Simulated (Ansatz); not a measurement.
# Zr2CuS4: from the start to rest

Aim: in Zr2CuS4, a strained cell with displaced atoms, relax the atoms in a fixed cell, then read levels, charges and fields where it ends.

Method: DFT, PBEsol, with U_eff = 6.54 eV on Cu d, collinear spin, plane waves, PAW, in Ansatz 0.2.0.

### 1 The cell

Cell: a = 7.240 Å, b = 7.412 Å, c = 7.409 Å, α = 58.42°, β = 61.94°, γ = 60.00°. First neighbours, in Å of the first eight atoms: Zr1: 5 S at 2.29 to 2.55; Zr2: 4 S at 2.28 to 2.55; Zr3: 3 S at 2.23 to 2.60; Zr4: 6 S at 2.45 to 2.89; Cu5: 4 S at 2.14 to 2.41; Cu6: 3 S at 1.93 to 2.67; S7: 1 Cu at 2.04, 1 Zr at 2.49; S8: 1 Cu at 2.39, 3 Zr at 2.51 to 2.57.

Structure file:

```
Zr Cu S
1.0
    -0.01642    5.04074    5.19739
     5.33113    0.03136    5.14961
     5.40513    5.06695   -0.04263
Zr Cu S
4 2 8
Cartesian
  6.8161 6.3983 6.2568
  6.7155 3.7072 4.0088
  3.9169 3.8870 6.6798
  3.9583 6.3962 3.7974
  0.0290 4.9776 5.1702
  2.8109 3.3289 2.3380
  4.2428 3.5205 3.7782
  9.3275 6.4188 6.3760
  6.7293 6.4705 3.9658
  6.5333 8.7037 6.3791
  4.2718 6.4457 6.4311
  9.2199 8.8758 8.8634
  6.7196 3.8670 6.2834
  6.8151 6.3351 9.1930
```

It starts from an earlier solution of the starting cell (checkpoint.read).

### 2 The walk to rest

Contents of input.yaml:

```yaml
crystal:
  lattice:
    - [-0.016418, 5.040736, 5.197394]
    - [5.33113, 0.031364, 5.149612]
    - [5.405128, 5.066952, -0.042633]
  atoms:
    - { symbol: Zr, position: [0.602847, 0.612027, 0.659234], spin: 0.0 }
    - { symbol: Zr, position: [0.12937, 0.65285, 0.598904], spin: 0.0 }
    - { symbol: Zr, position: [0.661611, 0.630263, 0.105036], spin: 0.0 }
    - { symbol: Zr, position: [0.633039, 0.103725, 0.631938], spin: 0.0 }
    - { symbol: Cu, position: [0.986896, 0.00795, 0.000527], spin: 1.0 }
    - { symbol: Cu, position: [0.294339, 0.159942, 0.363181], spin: 1.0 }
    - { symbol: S, position: [0.31804, 0.415803, 0.375823], spin: 0.0 }
    - { symbol: S, position: [0.38338, 0.858492, 0.880095], spin: 0.0 }
    - { symbol: S, position: [0.399553, 0.374126, 0.877194], spin: 0.0 }
    - { symbol: S, position: [0.870638, 0.367071, 0.849326], spin: 0.0 }
    - { symbol: S, position: [0.860137, 0.384153, 0.414039], spin: 0.0 }
    - { symbol: S, position: [0.875657, 0.844639, 0.875347], spin: 0.0 }
    - { symbol: S, position: [0.361898, 0.858207, 0.397839], spin: 0.0 }
    - { symbol: S, position: [0.876731, 0.903407, 0.372484], spin: 0.0 }
kpoints:
  mp_grid: { grid: [3, 3, 3], shift: [0.0, 0.5, 0.0] }
magnetization:
  spin_polarized: true
scf:
  occupations: { method: fermi_dirac }
  lower_state_search: "off"
hamiltonian:
  pseudopotentials: { kind: paw }
  xc: pbesol
  hubbard:
    projectors: all-electron-ortho-atomic
    sites: [{ species: Cu, l: d, u_eff: 6.54 }]
basis:
  ecutwfc: 420
  fft_grid_basis: typed
relax:
  max_steps: 80
  f_tol: 0.03
output:
  forces: true
  stress: true
  eigenvalues: true
  populations: true
  elf: true
  write_potential: true
  volumetric_format: npy
  dos:
    e_range: [-12, 8]
    de: 0.05
    projected: { site_lists: { Cu: [Cu], S: [S], Zr: [Zr] } }
  bader: false
checkpoint:
  read: saved_state
```

Command:

```
> ansatz run input.yaml --threads 2 --pin off --max-ram 4096MiB --backend cpu --events-out ev --progress --plain --runs-dir out
```

Standard output, cut to the lines that bear on the results:

```text
Warning: output.stress: scf.convergence.dr2_threshold = 1e-7 eV (the SCF's general default) is looser than the 1.4e-9 eV advised for a printed stress (1e-10 eV for each atom of the cell: 14). What an SCF threshold leaves in a stress goes as its square root, and in the free energy as the [...]
Warning: checkpoint.read: basis.xc_grid differs: saved 1, current 2 (points along each axis for each point of the dense box; where the key is left out runs that use forces, runs that use the stress, dielectric runs by a finite field, finite-displacement phonons, runs of [...]
Warning: RAYON_NUM_THREADS=2 ignored (pool sized by the plan → 2); use --threads N
Zr: projections on atomic orbitals take those of the free atom [Ar 3d10] 4s2 4p6 4d2 5s2, of charge +0.00 (hamiltonian.pseudopotentials.projection_atoms); the dataset's partial waves leave at most 4.4e-6 of an orbital's norm unspanned inside its sphere
Cu: projections on atomic orbitals take those of the free atom [Ne] 3s2 3p6 3d10 4s1, of charge +0.00 (hamiltonian.pseudopotentials.projection_atoms); the dataset's partial waves leave at most 2.0e-6 of an orbital's norm unspanned inside its sphere
S: projections on atomic orbitals take those of the free atom [Ne] 3s2 3p4, of charge +0.00 (hamiltonian.pseudopotentials.projection_atoms); the dataset's partial waves leave at most 1.6e-7 of an orbital's norm unspanned inside its sphere
[...]
Pseudopotentials: kind: paw
Pseudopotential: Zr, paw, valence charge 12, recommended cutoff 420 eV (normal), Zr.paw.azcp
Pseudopotential: Cu, paw, valence charge 19, recommended cutoff 420 eV (normal), Cu.paw.azcp
Pseudopotential: S, paw, valence charge 6, recommended cutoff 420 eV (normal), S.paw.azcp
Functional definition: PBEsol
[...]
Crystal: 14 atoms, lattice volume = 281.393 Å³
Basis set: ecut = 420 eV, 5501 PW (Γ), exchange–correlation on 100×100×100 points (8 copies of the dense FFT grid, shifted against one another)
Bands: 82, of which v1, the nominal top of the filled ones, is band 67 counted from 1 (66 counted from 0)
Symmetry: 1 space group operations
Space group: P1 (ITA 1), of the structure as read, at distance tolerance 6.6e-5 Å
Magnetic group: BNS 1.1 (UNI 1), of the structure as read, at distance tolerance 6.6e-5 Å
k-points: 14 of 27 (time reversal used)
[...]
Starting moments: Σ|m| = 2 μB on 2 of 14 sites; this step starts from the density that it was given
[...]
SCF iter   1: F=—  HF=-36784.266170 eV  |F-HF|=—  |Δ(HF+E_count)|=         —  Δρ=9.09e-3 (↑9.09e-3 ↓8.10e-3)  dr2=3.79e-3  dr2_m=1.89e-1  M=-0.012 μB ∫|m|=0.059 μB  β_m=0.30  ethr=3.42e-6  ⟨swp⟩=3.1  Hψ=12848  notcnv=0
[...]
spin=Collinear: Kerker preconditioning applied to the charge; magnetization (m = ρ↑ − ρ↓) channel mixes plain (no charge-response kernel on spin).
[...]
spin-set hold released at iteration 7 (site moments contracting): the magnetisation degrees of freedom join the quasi-Newton model from the next iteration; the mixer history was flushed
[...]
WARN: the starting moments were not kept: the SCF closed with an absolute magnetisation of 2.7e-5 μB, where they sum to 2 μB in size (2 sites). That is at most 0.1 of that sum. Measured as dr2_m measures the in/out step, that magnetisation stands 2.8e-11 eV from none, at or under the [...]
relax step   1: F+E_penalty+E_count = -36785.63555256 eV  Δ(F+E_penalty+E_count) = +0.000e0 eV  max|allowed force component| = 4.556e0 eV/Å  Δτ_max = 0.0000 Å  (14 SCF iters, accepted)
[...]
spin=Collinear: Kerker preconditioning applied to the charge; magnetization (m = ρ↑ − ρ↓) channel mixes plain (no charge-response kernel on spin).
[...]
SCF iter   8: F=-36788.153608 eV  HF=-36788.153619 eV  |F-HF|=1.11e-5  |Δ(HF+E_count)|=   3.37e-5  Δρ=4.55e-5 (↑4.55e-5 ↓4.54e-5)  dr2=3.11e-5  dr2_m=4.38e-8  M=-0.000 μB ∫|m|=0.000 μB  ethr=7.46e-8  ⟨swp⟩=9.1  Hψ=18136  notcnv=0
```

(Part 1 of 2 ends here.)
